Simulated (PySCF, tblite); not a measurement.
**C₃H₉FNSi₂ radical: geometry, infrared bands and EPR parameters**

What infrared bands and EPR parameters should C₃H₉FNSi₂ radical (`F[C@@H]1[CH][C@@H]1[SiH2]N[SiH3]`) show?

Computed with tblite 0.8.0 and PySCF 2.14.0, with density-fitted response routines of our own, on a single molecule in the gas phase. Atoms are numbered from 0 throughout.

## Step 1: Starting geometry

16 atoms, charge 0, multiplicity 2; geometry from: force field or distance geometry start.

Bonds of the start (Å): F0–C1 1.38, C1–C2 1.47, C2–C3 1.48, C3–Si4 1.86, Si4–N5 1.78, N5–Si6 1.78, C3–C1 1.53, C1–H7 1.10, C2–H8 1.10, C3–H9 1.11, Si4–H10 1.48, Si4–H11 1.48, N5–H12 1.03, Si6–H13 1.47, Si6–H14 1.48, Si6–H15 1.45.

## Step 2: Geometry optimisation with GFN2-xTB

The job: settings as JSON, then the geometry in Å.

```
{"job": {"kind": "relax", "xc": "GFN2-xTB", "basis": "xTB"}, "charge": 0, "multiplicity": 2}
F     -2.330200    -1.858400    -0.107200
C     -2.671800    -0.576000     0.279000
C     -2.562300     0.463100    -0.758600
C     -1.523200     0.436600     0.293600
Si     0.111200    -0.406400     0.033000
N      1.323600     0.615300    -0.768100
Si     2.862800     0.600100     0.127100
H     -3.305900    -0.492700     1.172800
H     -2.367800     0.130800    -1.790500
H     -1.540700     1.210000     1.089900
H     -0.035400    -1.710400    -0.660800
H      0.626200    -0.694900     1.386800
H      1.464900     0.412700    -1.765300
H      3.616400     1.812900    -0.204700
H      2.628600     0.627900     1.591600
H      3.695800    -0.561600    -0.127700
```

On the command line:

```sh
OMP_NUM_THREADS=1 python probes_run.py task.json out
```

One launch serves the whole session: the jobs run in the order shown.

**Question.** This job is followed by: GFN2-xTB harmonic vibrations, gas phase; UKS B3LYP, pcH-1 on C F H N Si, non-relativistic, mean-field spin-orbit, GIAO. Predict these results of the whole session: strongest single infrared mode (GFN2-xTB); zero-point energy (GFN2-xTB); g(iso) (B3LYP); ⟨S²⟩; largest a(iso) (averaged by class); potential on the surface of density 0.002 e/bohr³, 1st and 99th percentile.

As calculated:

| quantity | value |
| --- | --- |
| strongest single infrared mode (GFN2-xTB) | 2246 cm⁻¹, 740 km/mol |
| zero-point energy (GFN2-xTB) | 65.3 kcal/mol |
| g(iso) (B3LYP) | 2.00261 |
| ⟨S²⟩ | 0.753 (exact 0.75) |
| largest a(iso) (averaged by class) | 13C on C2, 254.6 MHz |
| potential on the surface of density 0.002 e/bohr³, 1st and 99th percentile | -1.00 V and 1.62 V |

The optimisation took 112 steps and gained 0.702 eV; among the close pairs (by a distance rule), Si4–N5 changed most, from 1.776 to 1.725 Å. The lowest mode is imaginary (49i cm⁻¹), so the xTB geometry is not a minimum: the zero-point energy counts the real modes alone, and all values at this geometry belong to a saddle point. The strongest single mode, at 2246 cm⁻¹, has its largest shares on H10, H14 and H11 (the list is cut at 3 atoms). Unscaled tight-binding wavenumbers are off by several per cent, some by more. Its intensities can rank the bands wrongly. C2 carries the largest spin population, 0.93 e. The isotropic g lies 0.3 ppt above the free-electron value. These values are for one conformer; the search (at its own cheap level) found 2 more, at 0.21, 2.06 kcal/mol, and measured spectra average over such forms.
